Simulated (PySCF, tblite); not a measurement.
**C6H11NOSi: geometry, infrared bands and NMR shifts**

What infrared bands and NMR shifts should C6H11NOSi (`C=C[C@@H](C)[C@H](C#N)O[SiH3]`) show?

Computed with tblite 0.8.0 and PySCF 2.14.0, with density-fitted response routines of our own, on a single molecule in the gas phase. Atoms count from 0, in the outputs and in this text.

## (1) The starting structure

20 atoms, charge 0, multiplicity 1; geometry from: force field or distance geometry start.

Bonds of the start (Å): C0–C1 1.37, C1–C2 1.49, C2–C3 1.55, C2–C4 1.50, C4–C5 1.48, C5–N6 1.16, C4–O7 1.39, O7–Si8 1.74, C0–H9 1.10, C0–H10 1.09, C1–H11 1.08, C2–H12 1.12, C3–H13 1.09, C3–H14 1.12, C3–H15 1.10, C4–H16 1.11, Si8–H17 1.47, Si8–H18 1.48, Si8–H19 1.45.

## (2) Relaxing the molecule with GFN2-xTB

The job: settings as JSON, then the geometry in Å.

```
{"job": {"kind": "relax", "xc": "GFN2-xTB", "basis": "xTB"}, "charge": 0, "multiplicity": 1}
C      1.938700    -1.757600     0.153800
C      1.116800    -1.006000    -0.636100
C      0.818600     0.354200    -0.098600
C      1.305400     1.301500    -1.220200
C     -0.648500     0.591800     0.130200
C     -0.822000     1.973200     0.635100
N     -0.951400     3.059900     1.017000
O     -1.227600    -0.238100     1.077300
Si    -2.570300    -0.968100     0.241800
H      2.273800    -1.293300     1.093600
H      2.221100    -2.766700    -0.128200
H      0.725500    -1.386600    -1.565000
H      1.439100     0.575200     0.804100
H      1.644100     2.249500    -0.803600
H      2.197100     0.823100    -1.690000
H      0.505500     1.394600    -1.972700
H     -1.243100     0.497200    -0.804500
H     -3.411400     0.135000    -0.255000
H     -1.991300    -1.642400    -0.935900
H     -3.325200    -1.885700     1.069900
```

Launch:

```sh
> OMP_NUM_THREADS=1 python probes_run.py task.json out
```

This one command runs all jobs of the session in turn.

**Question.** This job is followed by: GFN2-xTB harmonic vibrations, gas phase; GIAO PBE0/pcSseg-1 NMR shielding, non-relativistic, gas phase. What will the session give for the following? strongest single infrared mode (GFN2-xTB); zero-point energy (GFN2-xTB); 13C shifts against TMS (PBE0/pcSseg-1); 1H shifts against TMS (PBE0/pcSseg-1, means over atoms taken as alike); 15N shifts against NH3 (PBE0/pcSseg-1); 17O shifts against H2O (PBE0/pcSseg-1); 29Si shifts against TMS (PBE0/pcSseg-1).

The runs gave:

```
                                                              quantity                                         value
                             strongest single infrared mode (GFN2-xTB)                         2219 cm⁻¹, 372 km/mol
                                          zero-point energy (GFN2-xTB)                                 95.0 kcal/mol
                                13C shifts against TMS (PBE0/pcSseg-1)     148.5, 127.0, 123.4, 68.7, 52.5, 18.9 ppm
1H shifts against TMS (PBE0/pcSseg-1, means over atoms taken as alike)  5.74, 5.68, 5.58, 4.83, 3.53, 2.46, 1.24 ppm
                                15N shifts against NH3 (PBE0/pcSseg-1)                                     307.8 ppm
                                17O shifts against H2O (PBE0/pcSseg-1)                                      27.9 ppm
                               29Si shifts against TMS (PBE0/pcSseg-1)                                     -34.0 ppm
```

**Reading.** The optimisation took 112 steps and gained 1.044 eV; among the close pairs (by a distance rule), O7–Si8 changed most, from 1.742 to 1.623 Å. The lowest mode is imaginary (22i cm⁻¹), so the xTB geometry is not a minimum. The strongest single mode, at 2219 cm⁻¹, moves mainly H18. Unscaled tight-binding wavenumbers are off by several per cent, some by more. Its intensities can rank the bands wrongly. The most deshielded carbon is C1 (alkene CH), at 148.5 ppm: an sp2 carbon of a C=C bond. The most deshielded hydrogen is H11 (hydrogen on an alkene CH), at 5.74 ppm: attached to an sp2 carbon and in the plane of the double bond. At PBE0/pcSseg-1: The largest span, 473 ppm, is at N6, where the paramagnetic term is -381 ppm.
